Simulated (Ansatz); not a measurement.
# W: a tetragonal deformation path

The task here is to estimate one member of a computed series from the others.

The COD cell was measured well above room temperature, so it is larger than a cold one.

Program: Ansatz 0.2.0. Level of theory: DFT PBEsol, scalar-relativistic, plane waves, PAW. These are calculated values, not measurements.

## The structure to begin with

The structure is cubic, space group Im-3m (No. 229). The conventional cell has a = 3.195 Å, b = 3.195 Å, c = 3.195 Å, α = 90.00°, β = 90.00°, γ = 90.00°. W (site symmetry m-3m) is surrounded by 8 W at 2.77 Å.

Coordinates:

```cif
data_structure
_symmetry_space_group_name_H-M 'Im-3m'
_symmetry_Int_Tables_number 229
_cell_length_a 3.1946
_cell_length_b 3.1946
_cell_length_c 3.1946
_cell_angle_alpha 90.000
_cell_angle_beta 90.000
_cell_angle_gamma 90.000
_cell_volume 32.60
loop_
_atom_site_label
_atom_site_type_symbol
_atom_site_symmetry_multiplicity
_atom_site_Wyckoff_symbol
_atom_site_fract_x
_atom_site_fract_y
_atom_site_fract_z
_atom_site_occupancy
W1 W 2 a 0.00000 0.00000 0.00000 1
```

No relaxation comes first: the listed cell is the starting point.

## Zero of energy

Reference values: F = -10256.5472 eV; pressure -11.41 GPa; largest force 0.000 eV/Å; gap on the mesh none (metal). It was computed beforehand with the settings of the runs below.

The first run:

At fixed volume and fractional coordinates, lengths along (0.000, 0.000, 1.000) are scaled against those across it; ρ is that ratio over its starting value.

input.yaml reads:

```yaml
crystal:
  lattice:
    - [-1.7929988887, 1.7929988887, 1.2676502143]
    - [1.7929988887, -1.7929988887, 1.2676502143]
    - [1.7929988887, 1.7929988887, -1.2676502143]
  atoms:
    - { symbol: W, position: [0.0, 0.0, 0.0] }
basis:
  ecutwfc: 420
kpoints:
  mp_grid: { grid: [24, 24, 24] }
hamiltonian:
  xc: pbesol
scf:
  occupations: { method: gaussian, width: 0.15 }
output:
  forces: true
  stress: true
  eigenvalues: true
```

The run is started by

```bash
$ ansatz run input.yaml --threads 1 --pin off --max-ram 2560MiB --backend cpu --events-out ev --progress --plain --runs-dir out
```

Steps of the session up to this table: Point ρ = 0.707; At ρ = 1.414; ρ = 0.850; At ρ = 1.200; Point ρ = 0.780; Point ρ = 1.300; ρ = 0.920; ρ = 1.100; ρ = 0.650; At ρ = 1.500; At ρ = 0.960; Point ρ = 1.050.

One table of the session follows, with a row left open; its other results are not shown here.

Collected from the runs (energy zero: the undisturbed cell):

```
    ρ  ΔE (meV/atom)  pressure (GPa)
0.650         1050.3            16.3
0.707          678.2             5.8
0.780          455.6            -2.6
0.850          261.8            -7.3
0.920           75.1           -10.3
0.960           18.3           -11.2
1.000            0.0           -11.4
1.050              ?               ?
1.100           86.5           -10.1
1.200          255.2            -7.7
1.300          405.1            -6.2
1.414          476.5            -5.8
1.500          447.7            -5.8
```

Estimate the missing values for ρ = 1.050.

Worked estimate for «ΔE (meV/atom)». A straight line through the neighbours (1.000, 0.0) and (1.100, 86.5) gives 0.0 + (86.5 − 0.0) × (1.050 − 1.000) / (1.100 − 1.000) = 43.2; a parabola fitted to 4 rows on both sides gives 32.2.

The run gave: ΔE (meV/atom): 24.3; pressure (GPa): -11.1. In «ΔE (meV/atom)» the line misses by +18.9 and the parabola by +7.9.
